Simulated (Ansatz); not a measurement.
# C₂H₂N₂Sn: small, medium and large basis sets

The task here is to estimate one member of a computed series from the others.

Method: one geometry, several basis sets; program: Ansatz 0.2.0, Gaussian basis.

Plan: PBE0-D4/def2-SVP; ωB97M-V/def2-SVP; PBE0-D4/def2-QZVPP; ωB97M-V/def2-QZVPP; the functionals' def2-TZVPP values are taken from earlier runs.

### The relaxed structure

An earlier PBE0-D4 in a triple-zeta def2 set relaxation fixed the geometry. Sn takes the def2 core potential; no spin-orbit term is included.

SMILES `N#[C][SnH2][C]#N`, 7 atoms, charge 0, spin multiplicity 1.

Atoms are counted from 1 here; the program's logs count them from 0.

Bond lengths: N1–C2 1.152 Å, C2–Sn3 2.099 Å, Sn3–C4 2.099 Å, Sn3–H6 1.688 Å, Sn3–H7 1.688 Å, C4–N5 1.152 Å. Angles: N1–C2–Sn3 178.2°, C2–Sn3–C4 104.7°, C2–Sn3–H6 108.7°, C2–Sn3–H7 108.6°, C4–Sn3–H6 108.6°, C4–Sn3–H7 108.6°, H6–Sn3–H7 116.9°, Sn3–C4–N5 178.1°.

As a file:

```xyz
7

N     1.15511    2.51350   -0.84274
C     0.59594    1.52147   -0.67113
Sn   -0.45320   -0.27812   -0.41624
C     0.25718   -1.05439    1.39950
N     0.62360   -1.50972    2.39180
H    -2.09520    0.07365   -0.24677
H    -0.02224   -1.33439   -1.66011
```

The first run:

File in.yaml:

```yaml
crystal:
  periodic: [false, false, false]
  atoms:
    - {symbol: N, position_ang: [1.155110, 2.513501, -0.842738]}
    - {symbol: C, position_ang: [0.595940, 1.521470, -0.671131]}
    - {symbol: Sn, position_ang: [-0.453198, -0.278118, -0.416244]}
    - {symbol: C, position_ang: [0.257184, -1.054390, 1.399500]}
    - {symbol: N, position_ang: [0.623604, -1.509724, 2.391797]}
    - {symbol: H, position_ang: [-2.095199, 0.073649, -0.246772]}
    - {symbol: H, position_ang: [-0.022241, -1.334388, -1.660110]}
basis:
  gaussian: {orbitals: def2-SVP}
hamiltonian: {xc: pbe0, dispersion: d4}
output: {orbitals: {seedname: orbitals}}
```

Launch:

```bash
$ ansatz run in.yaml --threads 2 --pin off --events-out ev --progress --plain --max-ram 22528MiB --backend cpu
```

Steps of the session up to this table: PBE0-D4 in def2-SVP; ωB97M-V in def2-SVP; PBE0-D4 in def2-QZVPP; ωB97M-V in def2-QZVPP.

One table of the session follows, with a row left open; its other results are not shown here.

It belongs to the step «Density functionals: the series». 

```
functional       basis  HOMO (eV)
   PBE0-D4    def2-SVP      -9.96
   PBE0-D4  def2-TZVPP          ?
   PBE0-D4  def2-QZVPP     -10.07
   ωB97M-V    def2-SVP     -12.17
   ωB97M-V  def2-TZVPP     -12.31
   ωB97M-V  def2-QZVPP     -12.32
```

Estimate the missing values for PBE0-D4, def2-TZVPP.

**Answer.** HOMO (eV): -10.05. In the column «HOMO (eV)» it lies between PBE0-D4, def2-QZVPP (-10.07) and PBE0-D4, def2-SVP (-9.96).
